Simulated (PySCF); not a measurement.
# C6H5F3: the cost of one run

Programs: PySCF 2.14.0, with routines of our own; each step states its level. All values are computed. Atoms count from 0.

### Step 1. The starting structure

14 atoms, charge 1, multiplicity 2; geometry from: GFN2-xTB.

### Step 2. Open-shell or spin-flip excitations: unrestricted TDDFT BHandHLYP/def2-SVPD

What the job is given:

```
{"job": {"kind": "uabs", "xc": "BHandHLYP", "basis": "def2-SVPD", "nstates": 10, "tda": false}, "charge": 1, "multiplicity": 2}
F     -0.429895    -2.172825    -0.763976
C      0.679011    -1.574638    -1.126607
C      0.959500    -0.284757    -0.846927
C      0.123594     0.664436    -0.151388
C     -0.883130     0.345254     0.817681
C     -0.917642    -0.770889     1.587172
F     -1.869194    -0.932276     2.455706
C      0.313386     2.000507    -0.478106
F     -0.410754     2.936909     0.045271
H      1.323083    -2.208835    -1.724853
H      1.871093     0.101358    -1.280978
H     -1.640330     1.099178     1.009450
H     -0.181321    -1.567380     1.611083
H      1.061922     2.363484    -1.175694
```

With the program's defaults for keys left out, this is: unrestricted TDDFT BHandHLYP/def2-SVPD, vertical, gas phase, core orbitals frozen in the response.

Command:

```sh
$ OMP_NUM_THREADS=1 python excited_run.py task.json out
```

One launch serves the whole session: the jobs run in the order shown.

Q: Estimate the wall time and peak memory of this first job on 1 thread of Arm Neoverse N1, shared host.

About 3.4 min, with a peak of 0.82 GiB.
